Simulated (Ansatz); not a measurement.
Working through a Delta-SCF excitation of P, space group P4/nmm

Computed with the Ansatz DFT code, driven from Python.

At the Python prompt:
```pycon
>>> import ansatz as az
>>> config = {
...     "functional": "LDA",
...     "beta": 0.1,
...     "kmesh": (1, 1, 1),
...     "occupations": "fermi_dirac",
...     "smearing_width": 0.01,
...     "extra_bands": 4,
... }
>>> material = (
...     az.Lattice.of([9.2, 0.0, 0.0], [0.0, 9.2, 0.0], [0.0, 0.0, 7.4])
...     .atom("P", [0.5, 0.5, 0.0])
...     .atom("P", [0.0, 0.0, 0.0])
...     .atom("P", [0.0, 0.5, 0.625])
...     .atom("P", [0.5, 0.0, 0.375])
... )
>>> material.resolved().sites[-1]
Site(symbol='P', position=(0.5, 0.0, 0.375), moment=None, axis=None, held=None, saved=None)
>>> ground = (
...     material.calculation()
...     .functional(config["functional"])
...     .basis(39 * az.Ry)
...     .mixing("anderson", beta=config["beta"])
...     .initial_density(normalization="atom")
...     .kpoints(*config["kmesh"])
...     .occupations(config["occupations"], width=config["smearing_width"])
...     .scf(extra_bands=config["extra_bands"])
...     .band_table()
... )
>>> excited = ground.excitation(hole_k=0, hole_band="v1", hole_track="overlap", particle_k=0, particle_band="c1", particle_track="overlap")
>>> low, high = ground.run(threads=1, backend="cpu").report, excited.run(threads=1, backend="cpu").report
RunWarning: ΔSCF hole at k=0, bands [9]: the deck's words start from a level that is full, and the electron is moved over a fill that holds the level 0.923215 of occupation short of full (0.923215 of an electron of the cell). Without smearing this iteration's levels hold it full, so the smearing has moved that much. [...]
RunWarning: ΔSCF particle at k=0, bands [10]: the deck's words start from a level that is empty, and the electron is moved over a fill that holds the level 0.922798 of occupation over empty (0.922798 of an electron of the cell). Without smearing this iteration's levels hold it empty, so the smearing has moved that [...]
>>> share = low["kweights"][0]
>>> top = round(low["n_electrons"] / 2)
>>> print("Kohn-Sham gap at the first k-point:", round(low["eigenvalues_ev"][0][top] - low["eigenvalues_ev"][0][top - 1], 3), "eV")
Kohn-Sham gap at the first k-point: 0.003 eV
>>> print("energy difference per cell:", round(high["lagrangian_ev"] - low["lagrangian_ev"], 4), "eV; weight of the point", round(share, 4))
energy difference per cell: 0.0211 eV; weight of the point 1.0
>>> print("per electron moved:", round((high["lagrangian_ev"] - low["lagrangian_ev"]) / share, 3), "eV")
per electron moved: 0.021 eV
```

These settings explore the input space; cutoff and mesh may be short of convergence. The computed bands are complete only to about 0.1 eV above the Fermi level. The gap on the mesh is very small: a semilocal functional closes or nearly closes the gap of many narrow semiconductors. This isn't the structure that P takes at ambient conditions. Gaps and levels are Kohn-Sham values on a finite set of k-points. Warnings are shown shortened and without file and line. One k-point of a small cell stands for a dense array of excitations, so this isn't the optical gap of the solid. The whole script took 9.3 s on 1 thread of AMD EPYC 7B13 (Zen 3) (shared host), peak memory 0.53 GiB.

(Lines on the test bed's own set-up are left out of the output.)
